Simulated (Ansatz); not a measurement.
**Ag2ClF: how the settings move a single-point run**

Aim: see which settings change the result for Ag2ClF, by how much, and at what cost. The cell is built on a prototype (ordering on rocksalt) and needn't be the phase found in nature.

Program: Ansatz 0.2.0. Level of theory: reference: DFT, PBE, plane waves, PAW. These are calculated values, not measurements.

2 further runs of the same task are left out: 2 that didn't finish.

### 1 The system as given

Symmetry: R-3m, No. 166, trigonal system. Conventional cell: a = 3.887 Å, b = 3.887 Å, c = 15.985 Å, α = 90.00°, β = 90.00°, γ = 120.00°. F (site symmetry -3m) is surrounded by 6 Ag at 2.49 Å. Cl (site symmetry -3m) is surrounded by 6 Ag at 2.75 Å. Ag (site symmetry 3m) is surrounded by 3 F at 2.49 Å and 3 Cl at 2.75 Å.

As a file:

```xyz
4
Lattice="1.9433 1.1220 5.3283 -1.9433 1.1220 5.3283 0.0000 -2.2440 5.3283" Properties=species:S:1:pos:R:3 pbc="T T T"
F     1.9433    1.1220    5.3283
Cl    0.0000    0.0000    7.9925
Ag    0.0000    0.0000    4.2462
Ag    0.0000    0.0000   11.7387
```

### 2 Baseline

File input.yaml:

```yaml
crystal:
  lattice:
    - [1.943322575, 1.1219778118, 5.328309998]
    - [-1.943322575, 1.1219778118, 5.328309998]
    - [0.0, -2.2439556236, 5.328309998]
  atoms:
    - { symbol: F, position: [1.0, 0.0, 0.0] }
    - { symbol: Cl, position: [0.5, 0.5, 0.5] }
    - { symbol: Ag, position: [0.2656404833, 0.2656404833, 0.2656404833] }
    - { symbol: Ag, position: [0.7343595167, 0.7343595167, 0.7343595167] }
kpoints:
  mp_grid: { grid: [6, 6, 6] }
hamiltonian:
  xc: pbe
scf:
  occupations: { method: fermi_dirac, width: 0.02 }
  n_extra_bands: 5
output:
  forces: true
  stress: true
  eigenvalues: true
  write_density: true
  write_potential: true
  elf: true
  volumetric_format: npy
```

Run with:

```console
> ansatz run input.yaml --threads 4 --pin off --max-ram 3686MiB --backend cpu --events-out ev --progress --plain --runs-dir out
```

### 3 Changed: mp_grid.grid [3, 3, 3]

input.yaml: that of step 2 with these lines changed.

```diff
@@ -11,3 +11,3 @@
 kpoints:
-  mp_grid: { grid: [6, 6, 6] }
+  mp_grid: { grid: [3, 3, 3] }
 hamiltonian:
@@ -21,5 +21 @@
   eigenvalues: true
-  write_density: true
-  write_potential: true
-  elf: true
-  volumetric_format: npy
```

### 4 Changed: ecutwfc 250

input.yaml: that of step 2 with these lines changed.

```diff
@@ -21,5 +21,3 @@
   eigenvalues: true
-  write_density: true
-  write_potential: true
-  elf: true
-  volumetric_format: npy
+basis:
+  ecutwfc: 250
```

### 5 Changing settings: occupations.method methfessel_paxton, occupations.width 0.05

input.yaml: that of step 2 with these lines changed.

```diff
@@ -15,3 +15,3 @@
 scf:
-  occupations: { method: fermi_dirac, width: 0.02 }
+  occupations: { method: methfessel_paxton, width: 0.05 }
   n_extra_bands: 5
@@ -21,5 +21 @@
   eigenvalues: true
-  write_density: true
-  write_potential: true
-  elf: true
-  volumetric_format: npy
```

### 6 Variant: ecutwfc 300

input.yaml: that of step 2 with these lines changed.

```diff
@@ -21,5 +21,3 @@
   eigenvalues: true
-  write_density: true
-  write_potential: true
-  elf: true
-  volumetric_format: npy
+basis:
+  ecutwfc: 300
```

### 7 Changing settings: ecutwfc 900

input.yaml: that of step 2 with these lines changed.

```diff
@@ -21,5 +21,3 @@
   eigenvalues: true
-  write_density: true
-  write_potential: true
-  elf: true
-  volumetric_format: npy
+basis:
+  ecutwfc: 900
```

### 8 Variant: accuracy low

input.yaml: that of step 2 with these lines changed.

```diff
@@ -21,5 +21,2 @@
   eigenvalues: true
-  write_density: true
-  write_potential: true
-  elf: true
-  volumetric_format: npy
+accuracy: low
```

What does the calculation give? Wanted: for each run, ending; energy change; pressure; gap; force.

**Answer**, as computed:

| run | ending | energy change | pressure (GPa) | gap (eV) | force (eV/Å) | cycles | time |
| --- | --- | --- | --- | --- | --- | --- | --- |
| reference | converged | 0 | 2.8 | 0.00 | 0.12 | 6 | 7.3 s |
| 1: mp_grid.grid [3, 3, 3] | converged | +8.2 meV/atom | 2.8 | 0.00 | 0.08 | 7 | 3.9 s |
| 2: ecutwfc 250 | converged | +1.39 eV/atom | 2.9 | 0.00 | 0.07 | 8 | 4.2 s |
| 3: occupations.method methfessel_paxton, occupations.width 0.05 | converged | 0.0 meV/atom (σ→0) | 2.8 | 0.00 | 0.12 | 6 | 6.1 s |
| 4: ecutwfc 300 | converged | +215.5 meV/atom | 2.9 | 0.00 | 0.14 | 7 | 4.4 s |
| 5: ecutwfc 900 | converged | -3.1 meV/atom | 2.8 | 0.00 | 0.12 | 7 | 12 s |
| 6: accuracy low | converged | 0.0 meV/atom | 2.8 | 0.00 | 0.12 | 6 | 5 s |

Times don't compare one to one where runs were asked for different outputs or read a saved state (see the inputs); cycles may leave out searches for a lower state.

Residual by cycle in the longest SCF loop of each run; runs are numbered as in the table. The quantity is the density residual dr2, in eV.

| cycle | reference | run 1 | run 2 | run 3 | run 4 | run 5 | run 6 |
| --- | --- | --- | --- | --- | --- | --- | --- |
| 1 | 0.00379 | 0.00698 | 0.648 | 0.00378 | 0.037 | 0.00404 | 0.00379 |
| 2 | 4.8e-4 | 0.0025 | 0.071 | 0.00155 | 0.00868 | 5.3e-4 | 4.8e-4 |
| 3 | 1.5e-4 | 7.5e-4 | 0.0146 | 6.2e-5 | 0.00145 | 1.6e-4 | 1.5e-4 |
| 4 | 9.3e-6 | 1.6e-4 | 0.00153 | 3.9e-6 | 8.4e-5 | 2.1e-5 | 9.3e-6 |
| 5 | 5.2e-7 | 9.3e-6 | 3.6e-5 | 1.7e-7 | 7.0e-6 | 1.5e-6 | 5.1e-7 |
| 6 | 8.2e-8 | 3.3e-7 | 3.5e-6 | 1.3e-8 | 6.4e-7 | 1.5e-7 | 8.1e-8 |
| 7 | - | 5.1e-8 | 2.4e-7 | - | 2.0e-8 | 1.0e-8 | - |
| 8 | - | - | 3.8e-9 | - | - | - | - |

What this shows: Runs 2 and 4 ran under the cutoff that the potentials recommend, as the log warns, so basis error is mixed into their values, and swamps them where the cutoff is far short. Of the variants the dearest is «ecutwfc 900» (12 s), the cheapest «mp_grid.grid [3, 3, 3]» (3.9 s), on a shared host.
